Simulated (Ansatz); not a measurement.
# Ni (Nickel): the cost of one run

Computed with Ansatz 0.2.0 (DFT PBEsol, scalar-relativistic, plane waves, PAW, unless a step's input says otherwise).

2 further runs of the same task are left out: 2 set aside as unsound or not needed.

## Step 1: Starting point

The structure is cubic, space group Fm-3m (No. 225). Conventional cell: a = 3.463 Å, b = 3.463 Å, c = 3.463 Å, α = 90.00°, β = 90.00°, γ = 90.00°. Ni (site symmetry m-3m) has 12 Ni at 2.45 Å as nearest neighbours.

Coordinates:

```
CELL_PARAMETERS angstrom
0.00000 1.73157 1.73157
1.73157 0.00000 1.73157
1.73157 1.73157 0.00000
ATOMIC_POSITIONS crystal
Ni 0.00000 0.00000 0.00000
```

It is the result of an earlier relaxation at this level (volume 10.38 Å³/atom; gap on the mesh: none (metal), site moments up to 0.7 μB).

## Step 2: Bulk reference on the slab's mesh

input.yaml

```yaml
crystal:
  lattice:
    - [2.4488137016, 0.0, 0.0]
    - [0.0, 3.4631455485, 0.0]
    - [1.2244068508, 1.7315727742, 1.2244068508]
  atoms:
    - { symbol: Ni, position: [0.0, 0.0, 0.0], spin: 0.73 }
basis:
  ecutwfc: 420
kpoints:
  mp_grid: { grid: [14, 10, 28] }
hamiltonian:
  xc: pbesol
scf:
  occupations: { method: gaussian, width: 0.1 }
output:
  forces: true
  stress: true
  eigenvalues: true
  populations: true
magnetization:
  spin_polarized: true
```

Run with:

```console
> ansatz run input.yaml --threads 2 --pin off --max-ram 5120MiB --backend cpu --events-out ev --progress --plain --runs-dir out
```

What time and memory should one allow on 2 threads of Intel Xeon Platinum 8375C at 2.90GHz (Ice Lake), shared host?

About 19 s, with a peak of 0.63 GiB.
